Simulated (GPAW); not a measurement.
Here is a GPAW 26.7.0 calculation.

The input run.py:

```python
import numpy as np
from ase import Atoms
from ase.dft.bandgap import bandgap
from ase.io import write
from ase.units import GPa
from gpaw import GPAW, PW
from gpaw.spinorbit import soc_eigenstates

atoms = Atoms(['W', 'W', 'Se', 'Se', 'Se', 'Se'],
              cell=[[3.2899984505, 0.0, 0.0],
                    [-1.6449992252, 2.8492222365, 0.0],
                    [0.0, 0.0, 12.97]],
              scaled_positions=[[0.3333333333, 0.6666666667, 0.25],
                                [0.6666666667, 0.3333333333, 0.75],
                                [0.3333333333, 0.6666666667, 0.621],
                                [0.6666666667, 0.3333333333, 0.121],
                                [0.3333333333, 0.6666666667, 0.879],
                                [0.6666666667, 0.3333333333, 0.379]],
              pbc=True)

calc = GPAW(mode=PW(600),
            xc='LDA',
            kpts={'size': (6, 6, 2), 'gamma': True},
            occupations={'name': 'fermi-dirac', 'width': 0.05},
            nbands=46,
            convergence={'density': 1e-05, 'energy': 1e-05},
            maxiter=150,
            txt='gpaw.txt')
atoms.calc = calc
energy = atoms.get_potential_energy()
forces = atoms.get_forces()
stress = atoms.get_stress()
calc.write('gs.gpw')
write('result.traj', atoms)
print(f'Energy: {energy:.6f} eV')
print('Forces (eV/A):')
print(forces.round(4))
print('Stress (GPa):', (stress / GPa).round(3))
print('Fermi level:', round(calc.get_fermi_level(), 4), 'eV')
print(f'Gap: {bandgap(calc)[0]:.4f} eV, direct: {bandgap(calc, direct=True)[0]:.4f} eV')

path = atoms.cell.bandpath('GMKGALHA,LM,KH', npoints=60, eps=1e-4)
bs_calc = calc.fixed_density(kpts=path, symmetry='off', nbands=71,
                             convergence={'bands': 'CBM+6.0', 'eigenstates': 1e-6}, txt='bands.txt')
bs = bs_calc.band_structure()
bs.write('bs.json')
print(f'Gap on the path: {bandgap(bs_calc)[0]:.4f} eV')

soc = soc_eigenstates(bs_calc, theta=90, phi=0)
np.savetxt('soc_bands.dat', soc.eigenvalues(), fmt='%.4f')
mesh = soc_eigenstates('gs.gpw', theta=90, phi=0)
np.savetxt('soc_mesh.dat', mesh.eigenvalues(), fmt='%.4f')
print('Fermi level with spin-orbit coupling:', round(mesh.fermi_level, 4), 'eV')
```

Potentials or basis: the program's PAW data sets (release 1.2.1) made for this functional, pw.

Command:

```bash
$ OMP_NUM_THREADS=1 python run.py
```

(1) Predict the band gap on the k mesh.

(2) What does it give for the pressure?

(3) What does it give for the band gap along the path?

(4) What does it give for the largest force?

Results:

(1) 0.84 eV, indirect (least direct gap 1.26 eV).

(2) -4.2 GPa.

(3) 0.81 eV, indirect (least direct gap 1.26 eV).

(4) 0.383 eV/Å.

Caveat: spin-orbit coupling was added after a scalar SCF, so levels and gaps hold it while energy, forces, pressure and moments don't; this program's spin-orbit splittings come out too wide for heavy elements.

**The experiment to reproduce.**

“Time-resolved XUV ARPES with tunable 24–33 eV laser pulses at 30 meV resolution”, 2019, pmc:6684652 reports, for a bulk crystal of WSe2: band gap 1.3 eV (indirect).

Against the measured gap of WSe2, 1.3 eV (indirect; “Time-resolved XUV ARPES with tunable 24–33 eV laser pulses at 30 meV resolution”, 2019, pmc:6684652), the calculated 0.81 eV is off by -0.49 eV. The value is that of LDA, without temperature or zero-point motion. Semilocal functionals fall short of measured gaps as a rule.
